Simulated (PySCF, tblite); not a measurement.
# C₅H₈GeO₂Si: geometry, infrared bands and NMR shifts

What infrared bands and NMR shifts should C₅H₈GeO₂Si (`C#C[SiH2][O][Ge@H]([CH]=C)[CH]=O`) show?

Programs: tblite 0.8.0 and PySCF 2.14.0, with density-fitted response routines of our own. Each step states its level of theory. These are calculated values for one molecule in the gas phase, unless marked as measured. Atoms count from 0, in the outputs and in this text.

### Step 1. The starting structure

17 atoms, charge 0, multiplicity 1; geometry from: force field or distance geometry start.

Bonds of the start (Å): C0–C1 1.22, C1–Si2 1.80, Si2–O3 1.72, O3–Ge4 1.79, Ge4–C5 1.92, C5–C6 1.33, Ge4–C7 1.91, C7–O8 1.23, C0–H9 1.05, Si2–H10 1.48, Si2–H11 1.48, Ge4–H12 1.55, C5–H13 1.08, C6–H14 1.08, C6–H15 1.10, C7–H16 1.09.

### Step 2. Relaxing the molecule with GFN2-xTB

What the job is given:

```
{"job": {"kind": "relax", "xc": "GFN2-xTB", "basis": "xTB"}, "charge": 0, "multiplicity": 1}
C      4.446100     0.214300     0.665000
C      3.311500     0.490800     0.305500
Si     1.636800     0.887400    -0.209200
O      0.730600    -0.557000    -0.408200
Ge    -0.921000    -0.063300    -0.877400
C     -1.868600     0.647000     0.633000
C     -2.032200    -0.083300     1.730600
C     -1.862000    -1.586700    -1.547300
O     -1.441900    -2.196100    -2.523800
H      5.417800    -0.020400     0.978100
H      1.687000     1.611800    -1.494400
H      0.999100     1.740500     0.813000
H     -0.869800     1.008700    -1.998000
H     -2.249700     1.658300     0.589600
H     -1.647400    -1.089500     1.793500
H     -2.566500     0.326200     2.598700
H     -2.776700    -1.917800    -1.058700
```

On the command line:

```sh
$ OMP_NUM_THREADS=1 python probes_run.py task.json out
```

One launch serves the whole session: the jobs run in the order shown.

**Question.** This job is followed by: GFN2-xTB harmonic vibrations, gas phase; GIAO PBE0/pcSseg-1 NMR shielding, non-relativistic, gas phase. What will the session give for the following? strongest single infrared mode (GFN2-xTB); zero-point energy (GFN2-xTB); 13C shifts against TMS (PBE0/pcSseg-1); 1H shifts against TMS (PBE0/pcSseg-1); 29Si shifts against TMS (PBE0/pcSseg-1); 17O shifts against H2O (PBE0/pcSseg-1); 73Ge shifts against GeMe4 (PBE0/pcSseg-1).

**Answer**, as computed:

```
                                 quantity                                                value
strongest single infrared mode (GFN2-xTB)                                1850 cm⁻¹, 403 km/mol
             zero-point energy (GFN2-xTB)                                        64.6 kcal/mol
   13C shifts against TMS (PBE0/pcSseg-1)                 241.7, 144.0, 143.8, 102.9, 93.8 ppm
    1H shifts against TMS (PBE0/pcSseg-1)  12.87, 6.68, 6.60, 6.12, 5.45, 5.36, 5.35, 2.08 ppm
  29Si shifts against TMS (PBE0/pcSseg-1)                                            -52.6 ppm
   17O shifts against H2O (PBE0/pcSseg-1)                                      939.1, 31.0 ppm
73Ge shifts against GeMe4 (PBE0/pcSseg-1)                                              -78 ppm
```

The optimisation took 178 steps and gained 0.804 eV; among the close pairs (by a distance rule), Si2–Ge4 changed most, from 2.809 to 3.217 Å. The lowest mode is slightly imaginary (10i cm⁻¹), a soft motion within the noise of the Hessian, so the minimum is not strictly shown. The strongest single mode, at 1850 cm⁻¹, moves mainly H12. Unscaled tight-binding wavenumbers are off by several per cent, some by more. Its intensities can rank the bands wrongly. At PBE0/pcSseg-1: Shielding is most anisotropic at O8 (span 2026 ppm, paramagnetic term -1001 ppm). Spin-orbit coupling is left out, which matters for shieldings and couplings at and beside the heavy atoms.
